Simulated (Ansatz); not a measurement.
# F₂H₅NSi₂: how energies converge with the basis set

An exercise on one series of results from a longer session: the logs are not shown, and one member is left open.

Program: Ansatz 0.2.0, Gaussian basis. Level of theory: one geometry, several basis sets. These are calculated values, not measurements.

Levels to be run: PBE0-D4/def2-SVP; ωB97M-V/def2-SVP; PBE0-D4/def2-QZVPP; ωB97M-V/def2-QZVPP; the functionals' def2-TZVPP values are taken from earlier runs.

## Structure used throughout

An earlier PBE0-D4 in a triple-zeta def2 set relaxation fixed the geometry.

10 atoms, charge 0, spin multiplicity 1.

Atoms are counted from 1 here; the program's logs count them from 0.

Bond lengths: N1–Si2 1.690 Å, N1–H6 1.006 Å, N1–H7 1.008 Å, Si2–F3 1.593 Å, Si2–F4 1.598 Å, Si2–Si5 2.334 Å, Si5–H8 1.489 Å, Si5–H9 1.485 Å, Si5–H10 1.486 Å. Angles: Si2–N1–H6 122.0°, Si2–N1–H7 121.7°, H6–N1–H7 112.3°, N1–Si2–F3 106.0°, N1–Si2–F4 113.8°, N1–Si2–Si5 112.2°, F3–Si2–F4 104.5°, F3–Si2–Si5 112.3°, F4–Si2–Si5 107.9°, Si2–Si5–H8 108.6°, Si2–Si5–H9 110.9°, Si2–Si5–H10 109.9°, H8–Si5–H9 109.0°, H8–Si5–H10 108.8°, H9–Si5–H10 109.6°.

Coordinates:

```
N    -0.9287    0.8440   -1.2668
Si   -0.1827   -0.5253   -0.6149
F     0.8341   -1.0428   -1.7267
F    -1.1780   -1.7527   -0.3798
Si    0.8800   -0.0678    1.4119
H    -1.5375    1.4299   -0.7208
H    -1.0978    0.9345   -2.2559
H    -0.0810    0.6380    2.3032
H     1.3216   -1.3225    2.0726
H     2.0533    0.8136    1.1803
```

The first run:

The input, in.yaml:

```yaml
crystal:
  periodic: [false, false, false]
  atoms:
    - {symbol: N, position_ang: [-0.928750, 0.844003, -1.266831]}
    - {symbol: Si, position_ang: [-0.182697, -0.525336, -0.614889]}
    - {symbol: F, position_ang: [0.834091, -1.042829, -1.726667]}
    - {symbol: F, position_ang: [-1.177992, -1.752724, -0.379849]}
    - {symbol: Si, position_ang: [0.879972, -0.067772, 1.411877]}
    - {symbol: H, position_ang: [-1.537482, 1.429868, -0.720756]}
    - {symbol: H, position_ang: [-1.097836, 0.934533, -2.255919]}
    - {symbol: H, position_ang: [-0.080965, 0.637977, 2.303225]}
    - {symbol: H, position_ang: [1.321602, -1.322546, 2.072648]}
    - {symbol: H, position_ang: [2.053258, 0.813626, 1.180262]}
basis:
  gaussian: {orbitals: def2-SVP}
hamiltonian: {xc: pbe0, dispersion: d4}
output: {orbitals: {seedname: orbitals}}
```

Started as:

```console
$ ansatz run in.yaml --threads 4 --pin off --events-out ev --progress --plain --max-ram 10444MiB
```

Steps of the session up to this table: PBE0-D4 in def2-SVP; ωB97M-V in def2-SVP; PBE0-D4 in def2-QZVPP; ωB97M-V in def2-QZVPP.

One of the session's tables, all rows but one given; the rest of the session is left out.

It belongs to the step «Functionals by basis». 

```
functional       basis  HOMO (eV)  LUMO (eV)
   PBE0-D4    def2-SVP      -8.02       0.22
   PBE0-D4  def2-TZVPP          ?          ?
   PBE0-D4  def2-QZVPP      -8.24      -0.18
   ωB97M-V    def2-SVP     -10.30       2.13
   ωB97M-V  def2-TZVPP     -10.48       1.67
   ωB97M-V  def2-QZVPP     -10.52       1.38
```

Estimate the missing values for PBE0-D4, def2-TZVPP.

As computed: HOMO (eV): -8.20; LUMO (eV): -0.10. In the column «HOMO (eV)» it lies between PBE0-D4, def2-QZVPP (-8.24) and PBE0-D4, def2-SVP (-8.02).
